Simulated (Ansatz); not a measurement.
What does this script print? It uses the Ansatz DFT code, driven from Python.

`fepbo3.vasp`
```text
FePbO3
1.0
   3.94754400    0.00000000    0.00000000
   0.00000000    3.94754400    0.00000000
   0.00000000    0.00000000    3.94754400
Fe Pb O
1 1 3
Direct
   0.50000000    0.50000000    0.50000000
   0.00000000    0.00000000    0.00000000
   0.50000000    0.50000000    0.00000000
   0.50000000    0.00000000    0.50000000
   0.00000000    0.50000000    0.50000000
```

`plus_u.py`:
```python
"""DFT+U scan for FePbO3."""

import logging
import sys

import ansatz
from ase.io import read
import numpy as np
from tabulate import tabulate

logging.basicConfig(stream=sys.stdout, format="%(name)s: %(message)s")
logger = logging.getLogger("ansatz_job")
logger.setLevel(logging.INFO)

config = {
    "cutoff": 420,
    "functional": "lda",
    "k_length": 12,
    "occupations": "Methfessel-Paxton",
    "sigma": 0.01,
}


def count_gap(report):
    # lowest empty less highest filled band, counting bands; zero where they overlap
    return max(report.get("gap_by_band_count_ev") or 0.0, 0.0)

atoms = read("fepbo3.vasp", format="vasp")
crystal = ansatz.Crystal.from_ase(atoms).moments(Fe=2.4)

setup = (
    crystal.calculation()
    .basis(config["cutoff"])  # a bare number is in eV
    .functional(config["functional"])
    .spin(ansatz.SpinTreatment.COLLINEAR)
    .kpoints(length=config["k_length"])
    .occupations(config["occupations"], width=config["sigma"])
    .band_table()
)
rows = []
for u in [0.0, 2.0, 4.0, 6.0]:
    summary = setup.hubbard("Fe", "d", u_eff=u, double_counting="amf").run(threads=1, pin="off").report
    shell = summary["hubbard"]["n_scf"]
    rows.append((u, count_gap(summary), sum(shell) / len(shell), max(abs(m) for m in summary["site_moments_mub"]), summary["n_iterations"]))
print(tabulate(rows, headers=["U_eff eV", "gap by band count eV", "Fe d occupation (projector)", "largest moment muB", "iterations"], floatfmt=".4f", tablefmt="github"))
logger.info("eigenvalues of the first occupation matrix at the last U, by spin:")
for channel in summary["hubbard"]["n_eig"][0]:
    print("  ", " ".join(f"{n:.3f}" for n in channel))
```

Output of `python plus_u.py`:
```text
RunWarning: the SCF converged with its magnetisation's residual, 5.7e-9 eV, over the default limit relative to the magnetisation's size. A small moment can be far from its converged size, and exchange couplings, spin splittings and forces with it. To hold the whole residual to that limit, set [...]
|   U_eff eV |   gap by band count eV |   Fe d occupation (projector) |   largest moment muB |   iterations |
|------------|------------------------|-------------------------------|----------------------|--------------|
|     0.0000 |                 0.0000 |                        6.1231 |               2.6523 |           16 |
|     2.0000 |                 0.0000 |                        6.1238 |               2.5921 |           15 |
|     4.0000 |                 0.0000 |                        6.1642 |               0.7792 |           56 |
|     6.0000 |                 0.0000 |                        6.0934 |               0.7207 |           17 |
ansatz_job: eigenvalues of the first occupation matrix at the last U, by spin:
   0.251 0.251 0.971 0.971 0.990
   0.131 0.294 0.294 0.971 0.971
```
(Warnings from the package without file and line, shortened.)

From U = 0 to 6 eV the largest site moment goes from 2.65 to 0.72 μB.

Reading the output:
- The magnetic order follows from the starting moments and needn't be the lowest.
- U, its shell and the double counting are chosen to explore, and aren't derived for this compound.
- For a metal this mesh is far too coarse, so the numbers only illustrate the procedure.
- A gap by band count of zero or less means overlapping bands, a metal.
- With one magnetic atom the cell can hold only ferromagnetic order.
- This cell is a computed structure, which may not be the phase found in nature.
- Gaps and levels are Kohn-Sham values on a finite set of k-points, without spin-orbit coupling.
- Shell occupations and the effect of U depend on the projectors; a run with no .spin step is spin-unpolarised, and each U may end in a state that isn't the lowest.
- Finished in 3.7 min on 1 thread of Arm Neoverse V2 (shared host), peak memory 0.59 GiB.
